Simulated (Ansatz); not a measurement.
# Cl4FHOW: a ladder of functionals and wavefunction methods

One table from this session's results is given with a row withheld; the runs are named, their logs left out.

Method: functionals in def2-TZVPP, the program's frozen cores in correlated methods; program: Ansatz 0.2.0, Gaussian basis.

The runs, in order: LDA (SPW92), PBE-D4, revPBE-D4, BLYP-D4, r2SCAN-D4, B97M-V, PBE0-D4, B3LYP-D4, r2SCANh-D4, r2SCAN0-D4, HSE06-D4, BHLYP-D4, CAM-B3LYP-D4, LC-ωPBE, ωB97X-V, ωB97M-V, B2PLYP, PBE-QIDH; CCSD(T)/def2-SVP; MP2/def2-TZVPP; MP2/def2-QZVPP; RPA on PBE.

1 further run of the same task is left out (for a known fault of the program).

**The relaxed structure**

All runs share one geometry, relaxed beforehand with PBE0-D4 in a triple-zeta def2 set. W takes the def2 core potential; no spin-orbit term is included.

SMILES `[OH][W]([F])([Cl])([Cl])([Cl])[Cl]`, 8 atoms, charge 0, spin multiplicity 1.

Atoms are counted from 1 here; the program's logs count them from 0.

Bond lengths: O1–W2 1.856 Å, O1–H8 0.963 Å, W2–F3 1.873 Å, W2–Cl4 2.265 Å, W2–Cl5 2.290 Å, W2–Cl6 2.298 Å, W2–Cl7 2.298 Å. Angles: W2–O1–H8 128.3°, O1–W2–F3 83.9°, O1–W2–Cl4 92.1°, O1–W2–Cl5 171.1°, O1–W2–Cl6 91.9°, O1–W2–Cl7 91.8°, F3–W2–Cl4 176.0°, F3–W2–Cl5 87.2°, F3–W2–Cl6 89.5°, F3–W2–Cl7 89.6°, Cl4–W2–Cl5 96.7°, Cl4–W2–Cl6 90.6°, Cl4–W2–Cl7 90.6°, Cl5–W2–Cl6 88.1°, Cl5–W2–Cl7 88.1°, Cl6–W2–Cl7 176.1°.

The first run:

The input, in.yaml:

```yaml
crystal:
  periodic: [false, false, false]
  atoms:
    - {symbol: O, position_ang: [-0.883064, -1.273796, 0.426251]}
    - {symbol: W, position_ang: [0.086023, 0.195519, -0.163482]}
    - {symbol: F, position_ang: [0.865952, 0.112004, 1.537826]}
    - {symbol: Cl, position_ang: [-0.943767, 0.172174, -2.181149]}
    - {symbol: Cl, position_ang: [1.435460, 2.000336, -0.571664]}
    - {symbol: Cl, position_ang: [-1.489873, 1.655907, 0.650994]}
    - {symbol: Cl, position_ang: [1.764164, -1.145589, -0.978897]}
    - {symbol: H, position_ang: [-0.834885, -1.716556, 1.280120]}
basis:
  gaussian: {orbitals: def2-TZVPP}
hamiltonian: {xc: lda}
output: {orbitals: {seedname: orbitals}}
```

The run is started by

```
$ ansatz run in.yaml --threads 4 --pin off --events-out ev --progress --plain --max-ram 11315MiB
```

Among the steps run: LDA; PBE-D4 (GGA); revPBE-D4 (GGA); BLYP-D4 (GGA); r2SCAN-D4 (meta-GGA); B97M-V (meta-GGA); PBE0-D4 (hybrid); B3LYP-D4 (hybrid); r2SCANh-D4 (hybrid); r2SCAN0-D4 (hybrid); HSE06-D4 (hybrid); BHLYP-D4 (hybrid); CAM-B3LYP-D4 (range-separated); LC-ωPBE (range-separated); ωB97X-V (range-separated); ωB97M-V (range-separated); B2PLYP (double hybrid); PBE-QIDH (double hybrid).

One table of the session follows, with a row left open; its other results are not shown here.

It belongs to the step «Frontier levels by functional». 

```
  functional  HOMO (eV)  LUMO (eV)  gap (eV)
 LDA (SPW92)      -7.71      -5.39      2.32
      PBE-D4      -7.55      -5.18      2.37
   revPBE-D4      -7.49      -5.11      2.38
     BLYP-D4      -7.38      -5.06      2.32
   r2SCAN-D4          ?          ?         ?
      B97M-V      -8.03      -5.30      2.73
     PBE0-D4      -8.95      -4.71      4.23
    B3LYP-D4      -8.67      -4.87      3.80
  r2SCANh-D4      -8.44      -5.10      3.34
  r2SCAN0-D4      -9.20      -4.77      4.43
    HSE06-D4      -8.54      -5.08      3.47
    BHLYP-D4     -10.19      -4.04      6.15
CAM-B3LYP-D4     -10.27      -3.78      6.49
     LC-ωPBE     -11.66      -2.80      8.86
     ωB97X-V     -11.30      -2.82      8.47
     ωB97M-V     -11.13      -2.80      8.33
```

**Question.** Estimate the row for r2SCAN-D4.

Worked estimate for «HOMO (eV)». Against the share of exact exchange, r2SCANh-D4 (0.1, -8.44), r2SCAN0-D4 (0.25, -9.20) give a slope of -5.07 per unit share; at 0 the line stands at -7.93.

**Answer.** HOMO (eV): -7.93; LUMO (eV): -5.30; gap (eV): 2.64. In «HOMO (eV)» the line misses by 0.00.
